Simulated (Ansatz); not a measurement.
**BClFH₅O: a barrier at many levels of theory**

How high is the barrier of this step (B1–O6 tightened, Cl2–H7 formed, H5–F8 formed, B1–Cl2 broken, H5–O6 broken, H7–F8 broken), and how far do cheaper methods land from CCSD(T)?

The runs use Ansatz 0.2.0, Gaussian basis; single points in def2-TZVPP on PBE0-D4/def2-TZVP structures.

Levels: SPW92, PBE-D4, BLYP-D4, r2SCAN-D4, B97M-V, PBE0-D4, B3LYP-D4, r2SCAN0-D4, BHLYP-D4, CAM-B3LYP-D4, wB97X-V, wB97M-V, B2PLYP, PBE-QIDH, RPA on PBE, Hartree-Fock, MP2, CCSD, CCSD(T). The reference is CCSD(T) at the basis limit, from triple and quadruple zeta. Zero-point energies come from PBE0-D4 vibrations.

Correlated methods freeze the cores. B3LYP uses VWN-RPA correlation. B2PLYP carries no dispersion term here.

32 further runs of the same task are left out: 32 set aside as unsound or not needed.

### 1 The three structures

Charge 0, multiplicity 1. The folders r, ts and p hold the start, the saddle and the end; their coordinates stand in the first inputs.

```
  pair  r (Å)  ts (Å)  p (Å)
 B1–O6  1.589   1.457  1.367
Cl2–H7  1.985   1.441  1.296
 H5–F8  1.657   1.088  0.948
B1–Cl2  1.895   2.173  3.241
 H5–O6  0.991   1.262  1.637
 H7–F8  0.960   1.289  1.877
```

### 2 wB97M-V/def2-TZVPP

The input, r/in.yaml:

```yaml
crystal:
  periodic: [false, false, false]
  atoms:
    - {symbol: B, position_ang: [-0.720139, -0.151693, -0.770246]}
    - {symbol: Cl, position_ang: [1.059644, -0.442379, -1.351757]}
    - {symbol: H, position_ang: [-1.418619, -1.051980, -1.132250]}
    - {symbol: H, position_ang: [-1.048212, 0.971948, -1.007311]}
    - {symbol: H, position_ang: [0.069509, 0.322391, 1.150764]}
    - {symbol: O, position_ang: [-0.667823, -0.247608, 0.815188]}
    - {symbol: H, position_ang: [1.669638, 0.695057, 0.156280]}
    - {symbol: F, position_ang: [1.550487, 1.057050, 1.037050]}
    - {symbol: H, position_ang: [-0.494383, -1.152789, 1.102181]}
basis:
  gaussian: {orbitals: def2-TZVPP}
hamiltonian: {xc: {name: wB97M-V}}
```

The input, ts/in.yaml:

```yaml
crystal:
  periodic: [false, false, false]
  atoms:
    - {symbol: B, position_ang: [-0.820305, -0.140727, -0.638256]}
    - {symbol: Cl, position_ang: [1.242191, -0.218470, -1.317660]}
    - {symbol: H, position_ang: [-1.272519, -1.126793, -1.136203]}
    - {symbol: H, position_ang: [-1.105111, 0.949733, -1.023299]}
    - {symbol: H, position_ang: [0.370923, 0.448944, 1.135134]}
    - {symbol: O, position_ang: [-0.664662, -0.195150, 0.809848]}
    - {symbol: H, position_ang: [1.536154, 0.467477, -0.085219]}
    - {symbol: F, position_ang: [1.355919, 0.911142, 1.111033]}
    - {symbol: H, position_ang: [-0.642491, -1.096156, 1.144521]}
basis:
  gaussian: {orbitals: def2-TZVPP}
hamiltonian: {xc: {name: wB97M-V}}
```

The input, p/in.yaml:

```yaml
crystal:
  periodic: [false, false, false]
  atoms:
    - {symbol: B, position_ang: [-1.209331, -0.179906, -0.518533]}
    - {symbol: Cl, position_ang: [1.890513, -0.224599, -1.462468]}
    - {symbol: H, position_ang: [-1.629669, -1.132380, -1.104829]}
    - {symbol: H, position_ang: [-1.188980, 0.924423, -0.962502]}
    - {symbol: H, position_ang: [0.476740, 0.627229, 1.239736]}
    - {symbol: O, position_ang: [-0.771871, -0.321715, 0.768948]}
    - {symbol: H, position_ang: [1.917082, 0.446833, -0.354237]}
    - {symbol: F, position_ang: [1.304273, 1.086738, 1.300271]}
    - {symbol: H, position_ang: [-0.788657, -1.226623, 1.093512]}
basis:
  gaussian: {orbitals: def2-TZVPP}
hamiltonian: {xc: {name: wB97M-V}}
```

No record of the launch command was kept for these runs.

The runs that follow: CCSD(T)/def2-TZVPP; MP2/def2-QZVPP; Vibrations of the start structure; Vibrations of the end structure.

What does the calculation give? Wanted: barrier, CCSD(T)/CBS; reverse barrier, CCSD(T)/CBS; step energy, CCSD(T)/CBS; barrier with zero-point energy; step energy with zero-point energy; imaginary mode at the saddle; largest T1 diagnostic.

The runs gave:

```
                          quantity      value
              barrier, CCSD(T)/CBS   0.626 eV
      reverse barrier, CCSD(T)/CBS   0.509 eV
          step energy, CCSD(T)/CBS  +0.117 eV
    barrier with zero-point energy   0.454 eV
step energy with zero-point energy  -0.023 eV
      imaginary mode at the saddle  740i cm⁻¹
             largest T1 diagnostic      0.011
```

BHLYP-D4 is the best functional here (+0.010 eV from CCSD(T)/CBS); SPW92 is the worst (-0.433 eV). Mean unsigned error by rung: LDA 0.433, GGA 0.262, meta-GGA 0.119, hybrid 0.098, range-separated hybrid 0.080, double hybrid 0.067 eV. PBE-D4 gives a barrier 0.269 eV too low, outside chemical accuracy (1 kcal/mol, 0.043 eV). Every functional without exact exchange puts the forward barrier too low. The barrier rises with the share of exact exchange, from BLYP-D4 through B3LYP-D4 to BHLYP-D4 (-0.255, -0.147, +0.010 eV). Hartree-Fock, with no correlation, is off by +0.294 eV. Zero-point motion lowers the barrier by 0.172 eV.
